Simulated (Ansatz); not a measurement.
# PtRh2: one candidate structure, part 2 of 3

Aim: relax PtRh2 from this start, cadmium chloride type (R-3m, No. 166), and see where it ends.

Ansatz 0.2.0; DFT PBE, scalar-relativistic, plane waves, PAW. Earlier steps stand in the parts before.

**3. A loose first relaxation**

input.yaml reads:

```yaml
crystal:
  lattice:
    - [1.5928747544, 0.9196466682, 4.8108892362]
    - [-1.5928747544, 0.9196466682, 4.8108892362]
    - [0.0, -1.8392933365, 4.8108892362]
  atoms:
    - { symbol: Rh, position: [0.75, 0.75, 0.75] }
    - { symbol: Rh, position: [0.25, 0.25, 0.25] }
    - { symbol: Pt, position: [0.0, 0.0, 0.0] }
basis:
  ecutwfc: 420
kpoints:
  mp_grid: { grid: [6, 6, 6] }
hamiltonian:
  xc: pbe
scf:
  occupations: { method: gaussian, width: 0.1 }
  lower_state_search: "off"
output:
  forces: true
  stress: true
  eigenvalues: true
relax:
  adjacent_minimum: "off"
  f_tol: 0.04
  max_steps: 70
  cell: { stress_tol: 0.4 }
```

On the command line:

```console
> ansatz run input.yaml --threads 1 --pin off --max-ram 2560MiB --backend cpu --events-out ev --progress --plain --runs-dir out
```

Output:

```text
Warning: RAYON_NUM_THREADS=1 ignored (pool sized by the plan → 1); use --threads N
basis.fft_grid_basis auto: the FFT boxes are laid along the combinations [[1, 0, -1], [0, 1, -1], [0, 0, 1]] of the cell's own vectors, 3.186, 3.186 and 5.151 Å long. The dense box has 24×24×36 points. Along the cell's own vectors, as sized, it would have 36×36×36, 2.25 times as many. Of the 12 symmetry operations that the crystal satisfies within crystal.symmetry.tolerance (time reversal apart; of a slab, those that keep its plane) the dense box along the cell's own vectors carries 12, and the one as laid loses 8 of those. basis.fft_grid_basis: typed keeps the cell's own vectors: state it where this run's energies or levels are differenced outside the engine with another run's, or held beside a run that keeps those vectors.
Engine: ansatz 0.2.0, x86_64-unknown-linux-gnu
Pseudopotentials: kind: paw
Pseudopotential: Rh, paw, valence charge 17, recommended cutoff 420 eV (normal), Rh.paw.azcp
Pseudopotential: Pt, paw, valence charge 18, recommended cutoff 420 eV (normal), Pt.paw.azcp
Functional definition: PBE
  parameter kappa = 0.804
  parameter beta = 0.06672455060314922
  exchange = pbe_x(kappa = kappa, mu = beta*pi^2/3)
  correlation = pbe_c(beta = beta)
Crystal: 3 atoms, lattice volume = 42.284 Å³
Basis set: ecut = 420 eV, 827 PW (Γ), FFT grids on a1−a3, a2−a3, a3, exchange–correlation on 48×48×72 points (8 copies of the dense FFT grid, shifted against one another)
Bands: 32, of which v1, the nominal top of the filled ones, is band 26 counted from 1 (25 counted from 0)
Symmetry: 12 space group operations
Space group: R-3m (ITA 166), of the structure as read, at distance tolerance 3.5e-5 Å
k-points: 32 of 216
Non-local potential: Rh, projectors of the file, l = 0: 3, l = 1: 2, l = 2: 2, l = 3: 1
Non-local potential: Pt, projectors of the file, l = 0: 3, l = 1: 2, l = 2: 2, l = 3: 1
PAW form: soft (Blöchl's): semilocal exchange-correlation on the pseudo side does not see the compensation charge
PAW one-centre angular grid: Rh, 590 points (default); XC on 64 Gauss nodes
PAW one-centre angular grid: Pt, 590 points (default); XC on 64 Gauss nodes
Initial density: superposition of atomic densities (neutral atoms: chi_scale 0, normalization atom), corrected by the library's trained network
Initial wavefunctions: pseudopotential atomic-orbital guess
Functional: x = pbe(κ = 0.804, μ = 0.2195149727645171), c = pbe(β = 0.06672455060314922)
SCF iter   1: F=—  HF=-25320.860670 eV  |F-HF|=—  |Δ(HF+E_count)|=         —  Δρ=1.97e-2  dr2=8.56e-2  ethr=1.77e-3  ⟨swp⟩=5.5  Hψ=4105  notcnv=0
preconditioner: auto → Kerker (q_TF=auto, 2.824 Å⁻¹)  [metal: Δε(μ)=0.025 eV  Ē_g=9.147 eV  σ=0.100 eV  W_gap=0.14  n_scr=16 (ndim 8)  ℏωp=30.2 eV  f_vac=0.000  D(μ)=3.69/eV (n_scr^D=42)]
SCF iter   2: F=—  HF=-25320.846180 eV  |F-HF|=—  |Δ(HF+E_count)|=   1.45e-2  Δρ=1.02e-2  dr2=2.83e-2  ethr=1.65e-4  ⟨swp⟩=1.0  Hψ=1280  notcnv=0
SCF iter   3: F=—  HF=-25320.837880 eV  |F-HF|=—  |Δ(HF+E_count)|=   8.30e-3  Δρ=1.35e-3  dr2=9.38e-4  ethr=5.45e-5  ⟨swp⟩=2.2  Hψ=1407  notcnv=0
SCF iter   4: F=—  HF=-25320.837723 eV  |F-HF|=—  |Δ(HF+E_count)|=   1.57e-4  Δρ=2.89e-4  dr2=5.23e-5  ethr=1.80e-6  ⟨swp⟩=2.1  Hψ=1349  notcnv=0
SCF iter   5: F=—  HF=-25320.837705 eV  |F-HF|=—  |Δ(HF+E_count)|=   1.83e-5  Δρ=9.70e-5  dr2=4.97e-6  ethr=1.01e-7  ⟨swp⟩=2.2  Hψ=1450  notcnv=0
SCF iter   6: F=—  HF=-25320.837705 eV  |F-HF|=—  |Δ(HF+E_count)|=   2.02e-7  Δρ=2.79e-5  dr2=4.00e-7  ethr=9.56e-9  ⟨swp⟩=2.2  Hψ=1319  notcnv=0
SCF iter   7: F=-25320.837705 eV  HF=-25320.837705 eV  |F-HF|=6.22e-9  |Δ(HF+E_count)|=   4.84e-8  Δρ=9.54e-6  dr2=3.47e-8  ethr=1.92e-10  ⟨swp⟩=8.3  Hψ=4068  notcnv=0
SCF 1 converged in 7 iterations: F = -25320.837705 eV  dr2 = 3.47e-8
relax step   1: F+E_penalty+E_count = -25320.83770476 eV  Δ(F+E_penalty+E_count) = +0.000e0 eV  max|allowed force component| = 1.270e1 eV/Å  Δτ_max = 0.0000 Å  P = +118.679 GPa  Ω = 42.284 Å³  (7 SCF iters, dr2 threshold 1.00e-7 eV, accepted)
Crystal: 3 atoms, lattice volume = 47.755 Å³
Basis set: ecut = 420 eV, 935 PW (Γ), FFT grids on a1−a3, a2−a3, a3, exchange–correlation on 48×48×72 points (8 copies of the dense FFT grid, shifted against one another)
Initial density: handed on by an earlier stage of this run
Initial wavefunctions: those handed on with the density
iter 1 solved again at ethr=3.02e-4 eV; its pass at ethr=3.10e-3 eV (dr2=1.57e-1 eV) is discarded
SCF iter   1: F=—  HF=-25325.993105 eV  |F-HF|=—  |Δ(HF+E_count)|=         —  Δρ=3.25e-2  dr2=1.57e-1  ethr=3.02e-4  ⟨swp⟩=1.0  Hψ=5542  notcnv=0
preconditioner: auto → Kerker (q_TF=auto, 2.767 Å⁻¹)  [metal: Δε(μ)=0.009 eV  Ē_g=7.624 eV  σ=0.100 eV  W_gap=0.05  n_scr=22 (ndim 8)  ℏωp=28.4 eV  f_vac=0.000  D(μ)=5.69/eV (n_scr^D=84)]
SCF iter   2: F=—  HF=-25325.992702 eV  |F-HF|=—  |Δ(HF+E_count)|=   4.04e-4  Δρ=1.63e-2  dr2=3.92e-2  ethr=3.02e-4  ⟨swp⟩=1.0  Hψ=1024  notcnv=0
SCF iter   3: F=—  HF=-25325.996595 eV  |F-HF|=—  |Δ(HF+E_count)|=   3.89e-3  Δρ=2.60e-3  dr2=2.17e-3  ethr=7.55e-5  ⟨swp⟩=2.0  Hψ=1677  notcnv=0
SCF iter   4: F=—  HF=-25325.996449 eV  |F-HF|=—  |Δ(HF+E_count)|=   1.46e-4  Δρ=6.59e-4  dr2=2.52e-4  ethr=4.17e-6  ⟨swp⟩=2.2  Hψ=1863  notcnv=0
SCF iter   5: F=—  HF=-25325.996402 eV  |F-HF|=—  |Δ(HF+E_count)|=   4.63e-5  Δρ=2.89e-4  dr2=2.37e-5  ethr=4.84e-7  ⟨swp⟩=2.5  Hψ=1504  notcnv=0
SCF iter   6: F=—  HF=-25325.996401 eV  |F-HF|=—  |Δ(HF+E_count)|=   1.86e-6  Δρ=8.11e-5  dr2=1.59e-6  ethr=4.56e-8  ⟨swp⟩=2.8  Hψ=1673  notcnv=0
SCF iter   7: F=-25325.996401 eV  HF=-25325.996401 eV  |F-HF|=4.90e-8  |Δ(HF+E_count)|=   3.18e-7  Δρ=1.53e-5  dr2=1.21e-7  ethr=5.77e-10  ⟨swp⟩=5.0  Hψ=3932  notcnv=0
SCF 2 converged in 7 iterations: F = -25325.996401 eV  dr2 = 1.21e-7
relax step   2: F+E_penalty+E_count = -25325.99640087 eV  Δ(F+E_penalty+E_count) = -5.159e0 eV  max|allowed force component| = 3.510e0 eV/Å  Δτ_max = 0.1950 Å  P = +24.841 GPa  Ω = 47.755 Å³  energy of the carried Pulay correction = -4.644e-3 eV  (7 SCF iters, dr2 threshold 3.00e-7 eV, accepted)
Crystal: 3 atoms, lattice volume = 46.979 Å³
Basis set: ecut = 420 eV, 923 PW (Γ), FFT grids on a1−a3, a2−a3, a3, exchange–correlation on 48×48×72 points (8 copies of the dense FFT grid, shifted against one another)
iter 1 solved again at ethr=4.37e-4 eV; its pass at ethr=3.10e-3 eV (dr2=2.27e-1 eV) is discarded
SCF iter   1: F=—  HF=-25326.870977 eV  |F-HF|=—  |Δ(HF+E_count)|=         —  Δρ=3.62e-2  dr2=2.28e-1  ethr=4.37e-4  ⟨swp⟩=1.0  Hψ=5396  notcnv=0
preconditioner: auto → Kerker (q_TF=auto, 2.775 Å⁻¹)  [metal: Δε(μ)=0.041 eV  Ē_g=7.510 eV  σ=0.100 eV  W_gap=0.22  n_scr=22 (ndim 8)  ℏωp=28.7 eV  f_vac=0.000  D(μ)=5.59/eV (n_scr^D=90)]
SCF iter   2: F=—  HF=-25326.849242 eV  |F-HF|=—  |Δ(HF+E_count)|=   2.17e-2  Δρ=1.83e-2  dr2=5.22e-2  ethr=4.37e-4  ⟨swp⟩=1.7  Hψ=1050  notcnv=0
SCF iter   3: F=—  HF=-25326.844115 eV  |F-HF|=—  |Δ(HF+E_count)|=   5.13e-3  Δρ=2.38e-3  dr2=3.73e-3  ethr=1.00e-4  ⟨swp⟩=2.3  Hψ=1495  notcnv=0
SCF iter   4: F=—  HF=-25326.843707 eV  |F-HF|=—  |Δ(HF+E_count)|=   4.09e-4  Δρ=5.97e-4  dr2=4.16e-4  ethr=7.17e-6  ⟨swp⟩=1.0  Hψ=1025  notcnv=0
SCF iter   5: F=—  HF=-25326.843643 eV  |F-HF|=—  |Δ(HF+E_count)|=   6.41e-5  Δρ=2.31e-4  dr2=1.62e-5  ethr=8.00e-7  ⟨swp⟩=2.2  Hψ=1424  notcnv=0
SCF iter   6: F=—  HF=-25326.843633 eV  |F-HF|=—  |Δ(HF+E_count)|=   9.87e-6  Δρ=6.86e-5  dr2=1.88e-6  ethr=3.11e-8  ⟨swp⟩=2.7  Hψ=1643  notcnv=0
SCF iter   7: F=-25326.843633 eV  HF=-25326.843633 eV  |F-HF|=3.02e-9  |Δ(HF+E_count)|=   2.80e-7  Δρ=1.91e-5  dr2=9.71e-8  ethr=5.77e-10  ⟨swp⟩=5.2  Hψ=4252  notcnv=0
SCF 3 converged in 7 iterations: F = -25326.843633 eV  dr2 = 9.71e-8
relax step   3: F+E_penalty+E_count = -25326.84363302 eV  Δ(F+E_penalty+E_count) = -8.472e-1 eV  max|allowed force component| = 1.484e0 eV/Å  Δτ_max = 0.1634 Å  P = +13.009 GPa  Ω = 46.979 Å³  energy of the carried Pulay correction = -4.020e-3 eV  (7 SCF iters, dr2 threshold 3.00e-7 eV, accepted)
[... from here on, the SCF cycles and remarks between the steps are left out ...]
relax step   4: F+E_penalty+E_count = -25327.21934825 eV  Δ(F+E_penalty+E_count) = -3.757e-1 eV  max|allowed force component| = 4.395e-1 eV/Å  Δτ_max = 0.0981 Å  P = +6.057 GPa  Ω = 47.144 Å³  energy of the carried Pulay correction = -4.153e-3 eV  (7 SCF iters, dr2 threshold 3.00e-7 eV, accepted)
relax step   5: F+E_penalty+E_count = -25327.44205145 eV  Δ(F+E_penalty+E_count) = -2.227e-1 eV  max|allowed force component| = 9.158e-1 eV/Å  Δτ_max = 0.0162 Å  P = -1.132 GPa  Ω = 47.661 Å³  energy of the carried Pulay correction = -4.569e-3 eV  (6 SCF iters, dr2 threshold 3.00e-7 eV, accepted)
relax step   6: F+E_penalty+E_count = -25327.71612218 eV  Δ(F+E_penalty+E_count) = -2.741e-1 eV  max|allowed force component| = 6.465e-1 eV/Å  Δτ_max = 0.0174 Å  P = -7.539 GPa  Ω = 47.481 Å³  energy of the carried Pulay correction = -4.425e-3 eV  (6 SCF iters, dr2 threshold 3.00e-7 eV, accepted)
relax step   7: F+E_penalty+E_count = -25328.03232566 eV  Δ(F+E_penalty+E_count) = -3.162e-1 eV  max|allowed force component| = 3.231e-1 eV/Å  Δτ_max = 0.0136 Å  P = -8.065 GPa  Ω = 45.504 Å³  energy of the carried Pulay correction = -2.803e-3 eV  (7 SCF iters, dr2 threshold 3.00e-7 eV, accepted)
relax step   8: F+E_penalty+E_count = -25328.11453966 eV  Δ(F+E_penalty+E_count) = -8.221e-2 eV  max|allowed force component| = 1.324e-1 eV/Å  Δτ_max = 0.0094 Å  P = +1.434 GPa  Ω = 43.561 Å³  energy of the carried Pulay correction = -1.137e-3 eV  (6 SCF iters, dr2 threshold 3.00e-7 eV, accepted)
relax step   9: F+E_penalty+E_count = -25328.08989460 eV  Δ(F+E_penalty+E_count) = +2.465e-2 eV  max|allowed force component| = 5.624e-1 eV/Å  Δτ_max = 0.0096 Å  P = +0.406 GPa  Ω = 42.313 Å³  energy of the carried Pulay correction = -2.603e-5 eV  (7 SCF iters, dr2 threshold 3.00e-7 eV, rejected (line search))
relax step  10: F+E_penalty+E_count = -25328.14565109 eV  Δ(F+E_penalty+E_count) = -3.111e-2 eV  max|allowed force component| = 7.291e-2 eV/Å  Δτ_max = 0.0031 Å  P = -0.215 GPa  Ω = 43.179 Å³  energy of the carried Pulay correction = -8.000e-4 eV  (8 SCF iters, accepted)
relax step  11: F+E_penalty+E_count = -25328.14660132 eV  Δ(F+E_penalty+E_count) = -9.502e-4 eV  max|allowed force component| = 1.157e-2 eV/Å  Δτ_max = 0.0023 Å  P = +0.037 GPa  Ω = 43.050 Å³  energy of the carried Pulay correction = -6.857e-4 eV  (6 SCF iters, dr2 threshold 3.00e-7 eV, accepted)
relax step  12: F+E_penalty+E_count = -25328.45889601 eV  Δ(F+E_penalty+E_count) = -3.123e-1 eV  max|allowed force component| = 1.765e-2 eV/Å  Δτ_max = 0.0000 Å  P = +8.658 GPa  Ω = 43.050 Å³  stress off target by 2.47e1 GPa  SCF on the basis re-selected at this cell (its energy is not comparable with the rows above)  (7 SCF iters)
relax step  13: F+E_penalty+E_count = -25328.61042141 eV  Δ(F+E_penalty+E_count) = -1.515e-1 eV  max|allowed force component| = 1.294e-1 eV/Å  Δτ_max = 0.0043 Å  P = +4.914 GPa  Ω = 43.315 Å³  energy of the carried Pulay correction = -3.072e-4 eV  (6 SCF iters, dr2 threshold 3.00e-7 eV, accepted)
relax step  14: F+E_penalty+E_count = -25328.70090976 eV  Δ(F+E_penalty+E_count) = -9.049e-2 eV  max|allowed force component| = 1.468e-1 eV/Å  Δτ_max = 0.0043 Å  P = +2.209 GPa  Ω = 43.536 Å³  energy of the carried Pulay correction = -6.331e-4 eV  (6 SCF iters, dr2 threshold 3.00e-7 eV, accepted)
relax step  15: F+E_penalty+E_count = -25328.70777823 eV  Δ(F+E_penalty+E_count) = -6.868e-3 eV  max|allowed force component| = 1.462e-1 eV/Å  Δτ_max = 0.0159 Å  P = -2.471 GPa  Ω = 44.364 Å³  energy of the carried Pulay correction = -1.368e-3 eV  (6 SCF iters, dr2 threshold 3.00e-7 eV, accepted)
relax step  16: F+E_penalty+E_count = -25328.71375034 eV  Δ(F+E_penalty+E_count) = -5.972e-3 eV  max|allowed force component| = 1.506e-2 eV/Å  Δτ_max = 0.0065 Å  P = +0.471 GPa  Ω = 43.811 Å³  energy of the carried Pulay correction = -9.212e-4 eV  (6 SCF iters, dr2 threshold 3.00e-7 eV, accepted)
relax step  17: F+E_penalty+E_count = -25328.71391486 eV  Δ(F+E_penalty+E_count) = -1.645e-4 eV  max|allowed force component| = 1.203e-2 eV/Å  Δτ_max = 0.0012 Å  P = -0.086 GPa  Ω = 43.904 Å³  energy of the carried Pulay correction = -9.816e-4 eV  (6 SCF iters, dr2 threshold 3.00e-7 eV, accepted)
Basis set: ecut = 420 eV, 881 PW (Γ), FFT grids on a1−a3, a2−a3, a3, exchange–correlation on 40×40×96 points (8 copies of the dense FFT grid, shifted against one another)
iter 1 solved again at ethr=5.23e-8 eV; its pass at ethr=3.10e-3 eV (dr2=2.72e-5 eV) is discarded
SCF iter   1: F=—  HF=-25328.714528 eV  |F-HF|=—  |Δ(HF+E_count)|=         —  Δρ=1.09e-3  dr2=1.38e-5  ethr=5.23e-8  ⟨swp⟩=3.0  Hψ=6204  notcnv=0
preconditioner: auto → Kerker (q_TF=auto, 2.806 Å⁻¹)  [metal: Δε(μ)=0.050 eV  Ē_g=7.972 eV  σ=0.100 eV  W_gap=0.27  n_scr=18 (ndim 8)  ℏωp=29.7 eV  f_vac=0.000  D(μ)=5.46/eV (n_scr^D=76)]
SCF iter   2: F=—  HF=-25328.715153 eV  |F-HF|=—  |Δ(HF+E_count)|=   6.25e-4  Δρ=5.52e-4  dr2=3.50e-6  ethr=2.66e-8  ⟨swp⟩=1.0  Hψ=1024  notcnv=0
SCF iter   3: F=—  HF=-25328.715377 eV  |F-HF|=—  |Δ(HF+E_count)|=   2.24e-4  Δρ=1.57e-5  dr2=9.86e-9  ethr=6.73e-9  ⟨swp⟩=1.1  Hψ=1026  notcnv=0
iter 4 did not close the SCF: its close was put off for the readings that it lacked (scf_convergence_deferred on its scf_iter line)
SCF iter   4: F=-25328.715378 eV  HF=-25328.715378 eV  |F-HF|=4.77e-10  |Δ(HF+E_count)|=   1.39e-7  Δρ=2.54e-6  dr2=7.92e-10  ethr=1.90e-11  ⟨swp⟩=2.2  Hψ=1599  notcnv=0
iter 5 did not close the SCF: its close was put off for the readings that it lacked (scf_convergence_deferred on its scf_iter line)
SCF iter   5: F=-25328.715378 eV  HF=-25328.715378 eV  |F-HF|=1.82e-11  |Δ(HF+E_count)|=  6.88e-10  Δρ=4.89e-7  dr2=4.52e-11  ethr=1.52e-12  ⟨swp⟩=2.1  Hψ=1553  notcnv=0
SCF iter   6: F=-25328.715378 eV  HF=-25328.715378 eV  |F-HF|=7.28e-12  |Δ(HF+E_count)|=  3.27e-11  Δρ=1.65e-7  dr2=5.63e-12  ethr=1.00e-12  ⟨swp⟩=2.0  Hψ=2842  notcnv=0
SCF 18 converged in 6 iterations: F = -25328.715378 eV  dr2 = 5.63e-12
relax step  18: F+E_penalty+E_count = -25328.71537764 eV  Δ(F+E_penalty+E_count) = -1.463e-3 eV  max|allowed force component| = 1.250e-2 eV/Å  Δτ_max = 0.0000 Å  P = -0.038 GPa  Ω = 43.904 Å³  stress off target by 1.32e-1 GPa  SCF on the basis re-selected at this cell (its energy is not comparable with the rows above)  (6 SCF iters)
basis re-selected at this cell: Δ(F+E_penalty+E_count) = -1.463e-3 eV, ΔP = +0.048 GPa vs the last step (what re-selecting the basis moved, of the pressure what is left beyond the Pulay correction that the steps carried, after the strain that the cell walked since its last selection, with what the two solves' SCF thresholds leave and, on support functions, any second-order correction that the steps lacked; it is no measure of the basis error at this ecutwfc). The dense FFT grid was sized anew with the basis: this SCF ran on 20×20×48 points, the steps before it on 20×20×45, so part of this shift can come from that change (see relax.cell in the input reference). This SCF's stress stands 1.32e-1 GPa from its target on what of the cell is left free (relax.cell.stress_tol is 4.00e-1 GPa) and its largest allowed force component is 1.25e-2 eV/Å (relax.f_tol is 4.00e-2 eV/Å): within both
SCF converged after 6 iterations
Free energy (F): -25328.715378 eV
Harris-Foulkes:  -25328.715378 eV  (|F-HF|=7.28e-12)
Internal energy: -25328.688092 eV  (E = F + TS)
E sigma→0 (E₀):  -25328.701735 eV
Entropy (-TS):   -0.027285 eV (-9.095 meV/atom)
Fermi energy:    21.899879 eV
--- Per-component energies (eV) ---
  E_band       = -338.618298
  E_kinetic    = 1782.457618
  E_local      = -4709.414592  (includes V_loc(G=0)·N_el)
  E_nonlocal   = 908.967684
  E_hartree    = 1684.720986
  E_xc         = -705.088948
  E_vxc        = -859.308868  (∫ρ·V_xc dr)
  E_paw        = -16627.778106  (= ΣΔE_a)
  E_vpaw       = -830.764106  (= ΣTr[D̂ρ^β])
  E_aug_tail   = 0.001956  (compensation charges beyond the density's cutoff)
  E_ewald      = -7662.554691
  E_smearing   = -0.027285  (= −TS)
  E_closure    = 0.000000  (closes the sum)
  Σ components = -25328.715378   (vs F -25328.715378, Δ=0.00e0)
--- Forces (eV/Å), atoms counted from 1 ---
  atom   1  Rh    -0.00000000    -0.00000000     0.01249989
  atom   2  Rh    -0.00000000     0.00000000    -0.01249989
  atom   3  Pt     0.00000000     0.00000000     0.00000000
  max |Σ_I F_I| component: 4.63e-18 eV/Å
--- Stress (GPa, compression-positive) ---
       -0.123145       0.000000       0.000000
        0.000000      -0.123145      -0.000000
        0.000000      -0.000000       0.131874
  P = ⅓ Tr σ = -0.0381 GPa (-0.381 kbar)
--- Band table (eV; the first three rows and the last of 32) ---
  k-point 0: bands = ["-76.7790", "-56.7939", "-56.7322", "-30.9366", "-30.8220", "-30.8220", "-24.8935", "-24.5077", "-24.4005", "-24.4005", "-24.3404", "-24.3404", "12.8667", "15.3417", "16.2489", "18.1534", "18.1534", "18.5738", "19.1769", "19.1769", "19.2891", "19.2891", "19.4711", "19.7552", "20.0624", "20.0624", "21.6072", "21.6072", "21.7702", "21.7702", "32.9409", "33.6940"]
  k-point 1: bands = ["-76.7725", "-56.7759", "-56.7215", "-30.9246", "-30.9230", "-30.8471", "-24.8624", "-24.5690", "-24.4643", "-24.4467", "-24.4339", "-24.3627", "13.8389", "16.0994", "16.8887", "17.6628", "17.7826", "18.1422", "18.8275", "18.9569", "19.2906", "19.5828", "19.5901", "19.7870", "19.8673", "19.9546", "21.6044", "21.8695", "22.5870", "23.3142", "32.9109", "34.4338"]
  k-point 2: bands = ["-76.7596", "-56.7376", "-56.7020", "-31.1262", "-30.8971", "-30.8958", "-24.8300", "-24.7733", "-24.6242", "-24.5070", "-24.4980", "-24.4088", "15.2886", "16.0826", "16.7718", "16.9063", "17.4127", "18.4251", "18.6954", "18.8725", "19.5627", "20.3919", "20.5146", "20.8702", "21.2507", "21.3516", "21.9795", "22.0361", "23.6217", "25.6569", "31.5632", "33.5449"]
  k-point 31: bands = ["-76.7790", "-56.7940", "-56.7322", "-30.9368", "-30.8220", "-30.8220", "-24.8866", "-24.5144", "-24.4004", "-24.4004", "-24.3406", "-24.3406", "13.2058", "15.1503", "15.8185", "17.9645", "18.2192", "18.2192", "18.8111", "18.9106", "18.9106", "19.3401", "19.3401", "20.6874", "20.6874", "20.7929", "20.7929", "22.1107", "22.1107", "22.2282", "29.1709", "36.3732"]
--- Relaxed structure (16 steps of the walk, 15 accepted, 2 SCFs on fresh bases) ---
  F+E_penalty+E_count = -25328.71537764 eV   max|allowed force component| = 1.250e-2 eV/Å   (the final SCF, on the basis selected at the relaxed cell)
  cell:  # Å, volume = 43.9038 Å³
    - [1.3716764290873449, 0.7919377555513073, 6.73610050907226]
    - [-1.3716764290873449, 0.7919377555513073, 6.73610050907226]
    - [8.47344659102333e-33, -1.583875511172623, 6.7361005090640305]
  atoms:
    - { symbol: Rh, position: [0.7801534653106713, 0.7801534653106713, 0.7801534653106715] }
    - { symbol: Rh, position: [0.2198465346893287, 0.2198465346893287, 0.21984653468932874] }
    - { symbol: Pt, position: [3.585794722457797e-18, 3.585794722457797e-18, 3.5857947223517415e-18] }
```

Wall time 46 s (1 thread of Intel Xeon at 2.70GHz, shared host); peak memory 0.38 GiB.

Relaxation path:

```
step  energy from step 1 (eV/cell)  largest force component (eV/Å)  pressure (GPa)  volume (Å³)
   1                        0.0000                         12.7002          118.68        42.28
   2                       -5.1587                          3.5103           24.84        47.76
   3                       -6.0059                          1.4843           13.01        46.98
   4                       -6.3816                          0.4395            6.06        47.14
   5                       -6.6043                          0.9158           -1.13        47.66
   6                       -6.8784                          0.6465           -7.54        47.48
   7                       -7.1946                          0.3231           -8.07        45.50
   8                       -7.2768                          0.1324            1.43        43.56
   9                       -7.2522                          0.5624            0.41        42.31
  10                       -7.3079                          0.0729           -0.21        43.18
  11                       -7.3089                          0.0116            0.04        43.05
  12                       -7.6212                          0.0177            8.66        43.05
  13                       -7.7727                          0.1294            4.91        43.32
  14                       -7.8632                          0.1468            2.21        43.54
  15                       -7.8701                          0.1462           -2.47        44.36
  16                       -7.8760                          0.0151            0.47        43.81
  17                       -7.8762                          0.0120           -0.09        43.90
  18                       -7.8777                          0.0125           -0.04        43.90
```

Step 1 is the start. Steps 12, 18 each repeat the geometry before them on a plane-wave basis chosen anew, so the energy can jump there without any move. Step 9 was tried and not accepted.

Lengths and angles in the start's conventional setting:

|  | before | after | change |
| --- | --- | --- | --- |
| a (Å) | 3.186 | 2.743 | -13.9 % |
| b (Å) | 3.186 | 2.743 | -13.9 % |
| c (Å) | 14.433 | 20.208 | +40.0 % |
| volume (Å³/atom) | 14.09 | 14.63 | +3.8 % |
| shortest distance (Å) | 2.198 | 2.670 | +21.5 % |
| space group (0.01 Å) | R-3m | R-3m | same |

The run keeps the 12 symmetry operations of the start, so it could not have lowered the symmetry.

[end of part 2 of 3]
